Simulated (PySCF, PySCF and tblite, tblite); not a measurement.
# C₆H₈BCl: a path driven as rotation about a bond, and NMR exchange, part 2 of 2

PySCF and tblite. Atoms count from 0. The steps go on from the part before.

### 7 Shieldings, saddle of leg 1: PBE0/pcSseg-1

What the job is given:

```
{"job": {"kind": "nmr", "xc": "PBE0", "basis": "pcSseg-1", "pop": false}, "charge": 0, "multiplicity": 1}
B      2.104041    -1.304690    -0.838475
C      1.714590    -1.187786     0.649084
C      0.461078    -1.050817     1.103629
C     -0.746206    -1.032946     0.268103
C     -1.338934     0.077572    -0.176861
Cl    -2.788988    -0.067334    -1.122352
C     -0.847156     1.417965     0.072520
C     -1.411016     2.540804    -0.355345
H      3.232524    -1.339573    -1.142724
H      1.273256    -1.360160    -1.658596
H      2.492698    -1.204227     1.405711
H      0.263642    -0.969778     2.170696
H     -1.172122    -2.001235     0.038833
H      0.061652     1.443385     0.659607
H     -0.986658     3.503176    -0.129509
H     -2.312400     2.535643    -0.944320
```

Output:

```text
coarse grid: 14192 points
cycle   1  E = -717.7924938771  dE =  9.772e-01  |g| = 3.995e-01  |ddm| = 3.755e+00
cycle   2  E = -717.7728600958  dE =  1.963e-02  |g| = 4.990e-01  |ddm| = 7.929e-01
cycle   3  E = -717.8340619561  dE = -6.120e-02  |g| = 1.177e-01  |ddm| = 4.989e-01
cycle   4  E = -717.8374254769  dE = -3.364e-03  |g| = 4.095e-02  |ddm| = 1.444e-01
cycle   5  E = -717.8378039311  dE = -3.785e-04  |g| = 1.785e-02  |ddm| = 5.431e-02
cycle   6  E = -717.8378851584  dE = -8.123e-05  |g| = 4.112e-03  |ddm| = 1.937e-02
cycle   7  E = -717.8378892877  dE = -4.129e-06  |g| = 1.362e-03  |ddm| = 5.734e-03
final grid: 133184 points
cycle   8  E = -717.8841890493  dE = -3.903e-05  |g| = 7.745e-03  |ddm| = 3.865e-02
cycle   9  E = -717.8841832825  dE =  5.767e-06  |g| = 9.004e-03  |ddm| = 1.759e-02
cycle  10  E = -717.8842042448  dE = -2.096e-05  |g| = 1.918e-03  |ddm| = 1.074e-02
cycle  11  E = -717.8842050798  dE = -8.350e-07  |g| = 3.979e-04  |ddm| = 1.838e-03
cycle  12  E = -717.8842051180  dE = -3.819e-08  |g| = 7.481e-05  |ddm| = 4.164e-04
cycle  13  E = -717.8842051190  dE = -1.061e-09  |g| = 4.026e-05  |ddm| = 1.195e-04
cycle  14  E = -717.8842051194  dE = -4.120e-10  |g| = 1.344e-05  |ddm| = 4.781e-05
converged SCF energy = -717.8842051194

GIAO shielding tensors (ppm)
atom      isotropic    diamagn.    paramagn.     s11        s22        s33       span
  0 B       28.754     193.510    -164.756    -30.052    -18.203    134.516    164.568
  1 C       39.354     255.656    -216.302    -82.042     21.990    178.113    260.155
  2 C       17.090     256.306    -239.215    -98.193     11.045    138.419    236.612
  3 C       48.834     256.078    -207.244    -40.546     63.161    123.887    164.433
  4 C       41.868     255.333    -213.465    -53.272     70.610    108.266    161.538
  5 Cl     747.227    1147.304    -400.077    528.554    710.177   1002.951    474.397
  6 C       49.715     254.149    -204.434    -65.122     58.104    156.163    221.284
  7 C       60.013     252.164    -192.152    -46.379     55.226    171.191    217.570
  8 H       24.667      29.753      -5.086     19.668     26.473     27.859      8.191
  9 H       24.507      30.517      -6.011     17.133     26.576     29.811     12.678
 10 H       24.343      30.213      -5.870     20.602     24.687     27.740      7.139
 11 H       23.774      30.745      -6.971     21.025     22.974     27.323      6.297
 12 H       24.909      31.312      -6.403     22.504     23.310     28.913      6.410
 13 H       25.067      33.585      -8.518     22.121     23.133     29.947      7.826
 14 H       26.078      29.033      -2.955     23.982     25.069     29.183      5.201
 15 H       25.620      30.642      -5.022     22.480     23.558     30.823      8.343
```

It took 19 s on 1 thread of Arm Neoverse V2, shared host; peak memory 0.86 GiB.

In short: HOMO -7.02 eV, LUMO -2.37 eV; dipole 1.78 D.

### 8 Shieldings, end: PBE0/pcSseg-1

What the job is given:

```
{"job": {"kind": "nmr", "xc": "PBE0", "basis": "pcSseg-1", "pop": false}, "charge": 0, "multiplicity": 1}
B      1.490087    -0.899039    -0.463880
C      1.261819    -1.720454     0.815991
C      0.080056    -2.120885     1.327342
C     -1.228239    -1.760842     0.852523
C     -1.598848    -0.614005     0.245966
Cl    -3.255856    -0.489413    -0.261625
C     -0.798802     0.575157     0.070449
C     -1.136957     1.636849    -0.654636
H      2.396813    -0.161425    -0.528376
H      0.838410    -1.099034    -1.414530
H      2.141797    -2.055531     1.357946
H      0.064452    -2.797957     2.175834
H     -1.998258    -2.501370     1.031168
H      0.140468     0.562315     0.609503
H     -0.499587     2.501224    -0.711115
H     -2.050658     1.672074    -1.223475
```

Output:

```text
coarse grid: 14192 points
cycle   1  E = -717.7947355211  dE =  1.025e+00  |g| = 4.079e-01  |ddm| = 3.801e+00
cycle   2  E = -717.7608518033  dE =  3.388e-02  |g| = 5.577e-01  |ddm| = 8.507e-01
cycle   3  E = -717.8387968937  dE = -7.795e-02  |g| = 1.125e-01  |ddm| = 5.797e-01
cycle   4  E = -717.8421231297  dE = -3.326e-03  |g| = 3.370e-02  |ddm| = 1.635e-01
cycle   5  E = -717.8424069629  dE = -2.838e-04  |g| = 1.082e-02  |ddm| = 5.194e-02
cycle   6  E = -717.8424355257  dE = -2.856e-05  |g| = 3.334e-03  |ddm| = 1.492e-02
cycle   7  E = -717.8424381275  dE = -2.602e-06  |g| = 1.393e-03  |ddm| = 4.220e-03
final grid: 133184 points
cycle   8  E = -717.8880294243  dE = -4.506e-05  |g| = 7.424e-03  |ddm| = 4.729e-02
cycle   9  E = -717.8880274278  dE =  1.996e-06  |g| = 7.795e-03  |ddm| = 1.658e-02
cycle  10  E = -717.8880434301  dE = -1.600e-05  |g| = 1.384e-03  |ddm| = 9.609e-03
cycle  11  E = -717.8880438470  dE = -4.168e-07  |g| = 4.260e-04  |ddm| = 1.730e-03
cycle  12  E = -717.8880438937  dE = -4.673e-08  |g| = 1.004e-04  |ddm| = 4.879e-04
cycle  13  E = -717.8880438963  dE = -2.571e-09  |g| = 3.097e-05  |ddm| = 1.451e-04
cycle  14  E = -717.8880438965  dE = -2.058e-10  |g| = 1.312e-05  |ddm| = 3.954e-05
converged SCF energy = -717.8880438965

GIAO shielding tensors (ppm)
atom      isotropic    diamagn.    paramagn.     s11        s22        s33       span
  0 B       33.874     194.473    -160.598    -24.685     -9.211    135.520    160.205
  1 C       37.193     260.532    -223.339    -71.983     21.098    162.463    234.446
  2 C       35.777     253.295    -217.517    -82.058     35.109    154.281    236.338
  3 C       49.172     252.126    -202.953    -43.695     54.733    136.480    180.175
  4 C       30.501     253.204    -222.703    -60.444     44.375    107.572    168.015
  5 Cl     681.364    1146.206    -464.842    464.088    643.394    936.609    472.521
  6 C       55.517     256.187    -200.670    -58.000     63.056    161.496    219.496
  7 C       55.708     253.225    -197.516    -61.074     55.574    172.625    233.700
  8 H       24.911      31.185      -6.273     19.418     25.841     29.475     10.057
  9 H       24.648      30.995      -6.347     16.941     25.233     31.771     14.830
 10 H       24.573      29.811      -5.238     22.008     24.167     27.543      5.535
 11 H       24.602      28.067      -3.465     22.356     24.101     27.347      4.991
 12 H       24.933      29.785      -4.852     21.583     23.296     29.921      8.337
 13 H       25.182      34.656      -9.474     20.846     24.312     30.387      9.542
 14 H       26.051      30.742      -4.691     23.197     25.527     29.429      6.232
 15 H       25.433      30.442      -5.009     21.011     24.307     30.981      9.970
```

Run time: 19 s. Hardware: 1 thread of Arm Neoverse V2, shared host; peak memory 0.86 GiB.

This run: HOMO -6.69 eV, LUMO -2.25 eV; dipole 1.12 D.

### 9 The path in numbers

What the job is given:

```
{"job": {"smiles": "B/C=C\\C=C(\\Cl)C=C", "charge": 0, "mult": 1, "motion": "rotation", "what": "diene or enone", "atoms": [2, 3], "drives": [{"terms": [["t", [1, 2, 3, 4], 0.25], ["t", [1, 2, 3, 12], 0.25], ["t", [11, 2, 3, 4], 0.25], ["t", [11, 2, 3, 12], 0.25]], "by": 180, "n": 12}], "study": "path", "level": {"kind": "nmr", "xc": "PBE0", "basis": "pcSseg-1"}, "fields": [100, 250, 300], "first": 2, "seed": 375, "kind": "path"}, "charge": 0, "multiplicity": 1}
B      1.834547    -3.170408    -0.201139
C      1.700373    -1.915681     0.677228
C      0.715283    -0.982742     0.667549
C     -0.409720    -0.994772    -0.212170
C     -1.394825    -0.068278    -0.262599
Cl    -2.660951    -0.329443    -1.419188
C     -1.505185     1.123574     0.542808
C     -2.492108     2.014246     0.475575
H      2.835896    -3.775819    -0.167671
H      0.969167    -3.551142    -0.888950
H      2.487005    -1.730336     1.402703
H      0.775614    -0.155627     1.365591
H     -0.466769    -1.830167    -0.893774
H     -0.701376     1.273943     1.248923
H     -2.505173     2.882031     1.111301
H     -3.313579     1.905551    -0.211593
```

Output:

```text
stationary points (kcal/mol above the start)
  n  kind          group   xTB      DFT    lowest mode
  0  minimum      C1       0.00     0.00      24.9
  1  saddle       C1       5.58     7.37     -77.5
  2  minimum      C1       1.76     4.31      48.9

GFN2-xTB energies: T/K, barrier G, reaction G (kcal/mol), k forward, k back (1/s)
 150.00     5.31     2.20   5.67e+04   8.97e+07
 200.00     5.44     2.34   4.78e+06   1.72e+09
 250.00     5.57     2.48   7.11e+07   1.05e+10
 298.15     5.69     2.61   4.16e+08   3.43e+10
 350.00     5.84     2.75   1.65e+09   8.62e+10
 400.00     5.98     2.88   4.51e+09   1.68e+11
 500.00     6.27     3.11   1.89e+10   4.34e+11

PBE0/pcSseg-1 + D3(BJ) energies: T/K, barrier G, reaction G (kcal/mol), k forward, k back (1/s)
 150.00     7.11     4.74        137   1.12e+09
 200.00     7.23     4.89   5.21e+04   1.14e+10
 250.00     7.36     5.03   1.91e+06   4.76e+10
 298.15     7.49     5.16   2.01e+07   1.22e+11
 350.00     7.63     5.30   1.25e+08   2.54e+11
 400.00     7.78     5.43   4.71e+08   4.34e+11
 500.00     8.07     5.66    3.1e+09   9.25e+11
```

Wall time 71 s (1 thread of Arm Neoverse V2, shared host); peak memory 0.89 GiB. This counts the whole study up to here.

Barriers by level (kcal/mol; entropies in cal/(mol K)). Zero-point and thermal terms come from xTB in every row. ΔG‡ leaves symmetry out; the rate counts one path; effective ΔG‡, where given, is the barrier that would give that rate by Eyring's equation alone:

```tsv
level	ΔE‡	with zero-point	ΔH‡	ΔS‡	ΔG‡ (298 K)	ΔE of reaction	k at 298 K (1/s)	effective ΔG‡
GFN2-xTB	5.58	5.03	4.55	-3.8	5.69	1.76	4.2e+08	5.69
PBE0/pcSseg-1 + D3(BJ)	7.37	6.83	6.35	-3.8	7.49	4.31	2e+07	7.49
```

Sites that the driver pairs across this motion, and where their lines would merge (no couplings; faster rotations or exchange between molecules can average them sooner):

```tsv
nucleus	sites: shielding (ppm)	proton frequency (MHz)	spread (Hz)	coalescence (K)	lines at 298 K
$^{13}$C	C1: 42.4; C1 (end): 37.2	300	391	not given	–
$^{13}$C	C2: 31.1; C2 (end): 35.8	300	351	not given	–
$^{1}$H	H12: 23.94; H12 (end): 24.93	300	299	not given	–
$^{13}$C	C6: 52.4; C6 (end): 55.5	300	233	not given	–
$^{1}$H	H13: 24.42; H13 (end): 25.18	300	227	not given	–
$^{1}$H	H11: 23.92; H11 (end): 24.60	300	205	not given	–
$^{13}$C	C4: 32.9; C4 (end): 30.5	300	180	not given	–
$^{1}$H	H9: 24.35; H9 (end): 24.65	300	89	not given	–
```

A dash: the driver gave no coalescence for this row (it judged the minor form too scarce).

Rows that set an atom against itself at the end compare its shielding in the two forms.

### 10 Nudged elastic band

What the job is given:

```
{"job": {"spring": 0.001, "climb": false, "steps": 60, "xc": "GFN2-xTB", "basis": "xTB", "kind": "neb"}, "charge": 0, "multiplicity": 1}
B      1.834547    -3.170408    -0.201139
C      1.700373    -1.915681     0.677228
C      0.715283    -0.982742     0.667549
C     -0.409720    -0.994772    -0.212170
C     -1.394825    -0.068278    -0.262599
Cl    -2.660951    -0.329443    -1.419188
C     -1.505185     1.123574     0.542808
C     -2.492108     2.014246     0.475575
H      2.835896    -3.775819    -0.167671
H      0.969167    -3.551142    -0.888950
H      2.487005    -1.730336     1.402703
H      0.775614    -0.155627     1.365591
H     -0.466769    -1.830167    -0.893774
H     -0.701376     1.273943     1.248923
H     -2.505173     2.882031     1.111301
H     -3.313579     1.905551    -0.211593
```

Output:

```text
image   E - E0 / eV
  0       0.0000
  1       0.0399
  2       0.1271
  3       0.2308
  4       0.2228
  5       0.1315
  6       0.0763
```

Run time: 1.7 s. Hardware: 1 thread of Arm Neoverse V2, shared host; peak memory 0.49 GiB.

This input is unsound on purpose: springs far too weak.

The highest point is number 3, 5.3 kcal/mol above the first.

### 11 What came out

The summary covers parts 1 to 2.

```
                        quantity                             value
barrier (PBE0/pcSseg-1 + D3(BJ))  ΔE‡ 7.4, ΔG‡(298 K) 7.5 kcal/mol
              barrier (GFN2-xTB)                  ΔE‡ 5.6 kcal/mol
                   rate at 298 K                         2e+07 s⁻¹
                 end of the path       4.3 kcal/mol from the start
```

What this shows: DFT puts the top 7.4 kcal/mol above the start (xTB: 5.6); the rate from the DFT barrier is 2e+07 s⁻¹ at 298 K. An error of 1.4 kcal/mol changes that rate tenfold.
